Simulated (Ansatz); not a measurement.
**Alloy of GaAs and AlAs (4 of 32 Ga sites exchanged), 64 atoms**

How does this alloy cell relax, and what gap do PBEsol and HSE06 give?

Program: Ansatz 0.2.0, PAW, plane waves. These are calculated values, not measurements.

### 1 The system as built

64 atoms (4 Al, 28 Ga, 32 As); a = 11.323 Å, b = 11.323 Å, c = 11.323 Å, α = 90.00°, β = 90.00°, γ = 90.00°. All atoms were shaken off their sites by about 0.02 Å along each axis; atoms next to an added one may be pushed further to make room.

The runs, in order: (2) PBEsol cell relaxation at the single k point (¼, ¼, ¼), on 1 × NVIDIA GB200 with 8 threads of Arm Neoverse-V2; (3) HSE06 single point at the single k point (¼, ¼, ¼), on 1 × NVIDIA GB200 with 8 threads of Arm Neoverse-V2.

### 2 PBEsol relaxation of the cell and the positions

Contents of in.yaml:

```yaml
crystal:
  lattice:
    - [11.323384, 0.000000, 0.000000]
    - [0.000000, 11.323384, 0.000000]
    - [0.000000, 0.000000, 11.323384]
  atoms:
    - { symbol: Al, position: [0.002385, 0.000826, 0.000356] }
    - { symbol: Al, position: [0.999181, 0.499302, 0.499826] }
    - { symbol: Al, position: [0.246433, 0.752498, 0.000147] }
    - { symbol: Al, position: [0.247972, 0.998129, 0.249282] }
    - { symbol: Ga, position: [0.000014, 0.000847, 0.500963] }
    - { symbol: Ga, position: [0.998431, 0.500178, 0.999451] }
    - { symbol: Ga, position: [0.498408, 0.999553, 0.997086] }
    - { symbol: Ga, position: [0.502482, 0.000830, 0.498778] }
    - { symbol: Ga, position: [0.499876, 0.499568, 0.999605] }
    - { symbol: Ga, position: [0.504065, 0.500201, 0.499219] }
    - { symbol: Ga, position: [0.249642, 0.252332, 0.000385] }
    - { symbol: Ga, position: [0.244759, 0.252504, 0.499001] }
    - { symbol: Ga, position: [0.248696, 0.744924, 0.501498] }
    - { symbol: Ga, position: [0.749293, 0.249977, 0.001310] }
    - { symbol: Ga, position: [0.744734, 0.251951, 0.499824] }
    - { symbol: Ga, position: [0.750650, 0.747705, 0.997419] }
    - { symbol: Ga, position: [0.752275, 0.748356, 0.499738] }
    - { symbol: Ga, position: [0.249290, 0.002143, 0.750306] }
    - { symbol: Ga, position: [0.249144, 0.499356, 0.250556] }
    - { symbol: Ga, position: [0.247396, 0.499480, 0.749490] }
    - { symbol: Ga, position: [0.751125, 0.000272, 0.252693] }
    - { symbol: Ga, position: [0.751659, 0.996577, 0.747572] }
    - { symbol: Ga, position: [0.748328, 0.502049, 0.250591] }
    - { symbol: Ga, position: [0.748003, 0.502605, 0.751495] }
    - { symbol: Ga, position: [0.001319, 0.253212, 0.254395] }
    - { symbol: Ga, position: [0.996631, 0.251698, 0.748605] }
    - { symbol: Ga, position: [0.002953, 0.749780, 0.249679] }
    - { symbol: Ga, position: [0.998720, 0.749220, 0.752060] }
    - { symbol: Ga, position: [0.500992, 0.250692, 0.248035] }
    - { symbol: Ga, position: [0.503652, 0.252293, 0.750960] }
    - { symbol: Ga, position: [0.500585, 0.753341, 0.248975] }
    - { symbol: Ga, position: [0.503051, 0.749486, 0.747650] }
    - { symbol: As, position: [0.127394, 0.128016, 0.123800] }
    - { symbol: As, position: [0.123915, 0.126814, 0.623851] }
    - { symbol: As, position: [0.122730, 0.625691, 0.126575] }
    - { symbol: As, position: [0.125735, 0.626897, 0.625800] }
    - { symbol: As, position: [0.627241, 0.126214, 0.128000] }
    - { symbol: As, position: [0.627474, 0.121667, 0.625959] }
    - { symbol: As, position: [0.623089, 0.626984, 0.124138] }
    - { symbol: As, position: [0.623941, 0.626515, 0.627596] }
    - { symbol: As, position: [0.374430, 0.372195, 0.123848] }
    - { symbol: As, position: [0.379269, 0.376942, 0.623981] }
    - { symbol: As, position: [0.376077, 0.874724, 0.126120] }
    - { symbol: As, position: [0.373453, 0.874535, 0.625621] }
    - { symbol: As, position: [0.877868, 0.373652, 0.124362] }
    - { symbol: As, position: [0.874808, 0.375252, 0.628090] }
    - { symbol: As, position: [0.876010, 0.875314, 0.124200] }
    - { symbol: As, position: [0.873521, 0.877917, 0.623268] }
    - { symbol: As, position: [0.377406, 0.125801, 0.376960] }
    - { symbol: As, position: [0.376248, 0.127120, 0.878098] }
    - { symbol: As, position: [0.374819, 0.621438, 0.373706] }
    - { symbol: As, position: [0.376292, 0.622815, 0.876053] }
    - { symbol: As, position: [0.869873, 0.122234, 0.377451] }
    - { symbol: As, position: [0.875512, 0.125814, 0.878491] }
    - { symbol: As, position: [0.876685, 0.624643, 0.373679] }
    - { symbol: As, position: [0.876178, 0.623034, 0.872695] }
    - { symbol: As, position: [0.120572, 0.374336, 0.376668] }
    - { symbol: As, position: [0.124308, 0.371478, 0.872994] }
    - { symbol: As, position: [0.124183, 0.875718, 0.372648] }
    - { symbol: As, position: [0.124246, 0.873574, 0.877601] }
    - { symbol: As, position: [0.626068, 0.376307, 0.375094] }
    - { symbol: As, position: [0.619814, 0.379599, 0.875709] }
    - { symbol: As, position: [0.625638, 0.873053, 0.374397] }
    - { symbol: As, position: [0.625797, 0.874285, 0.875917] }
  symmetry: { detect: false }
kpoints:
  mp_grid: { grid: [1, 1, 1], shift: [0.25, 0.25, 0.25] }
hamiltonian:
  xc: pbesol
scf:
  occupations: { method: fermi_dirac, width: 0.01 }
relax:
  f_tol: 0.03
  max_steps: 80
  escape_saddle: false
  adjacent_minimum: "off"
  cell: { fix: [shape] }
output:
  forces: true
  eigenvalues: true
  populations: true
```

The run is started by

```sh
ansatz run in.yaml --threads 8 --pin off --max-ram 118750MiB --runs-dir r --events-out ev --progress --plain --backend cuda --devices 0, --max-vram 170GiB
```

After this run come: HSE06 single point.

What does the calculation give? Wanted: for each run, top filled to lowest empty.

**Answer**, as computed:

| level | time | top filled to lowest empty (eV) |
| --- | --- | --- |
| PBEsol, relaxation | 4.4 s (GPU) | 1.37 |
| HSE06 | 38 s (GPU) | 2.27 |

| quantity | value |
| --- | --- |
| relaxation | 4 recorded steps, 0.54 eV gained |
| largest shift | 0.07 Å (As62 and others alike) |
| relaxed cell | a = 11.323 Å, b = 11.323 Å, c = 11.323 Å, α = 90.00°, β = 90.00°, γ = 90.00° |
| mean bonds | Al–As 2.454, As–Ga 2.451 Å |

Relaxation gains 0.54 eV, with shifts up to 0.07 Å (As62 and others alike), while the volume changes by -0.0 %. Part of this undoes the random shake of the start. The mean lengths differ by only 0.00 Å, over all coordinations together. At the same k points, PBEsol gives a spacing 0.90 eV smaller than the 2.27 eV of HSE06. Spin–orbit coupling is left out, which matters for the band edges of the heavier elements here. With one k point the spacing samples only the states that fold onto it, so it can exceed the gap over the zone.
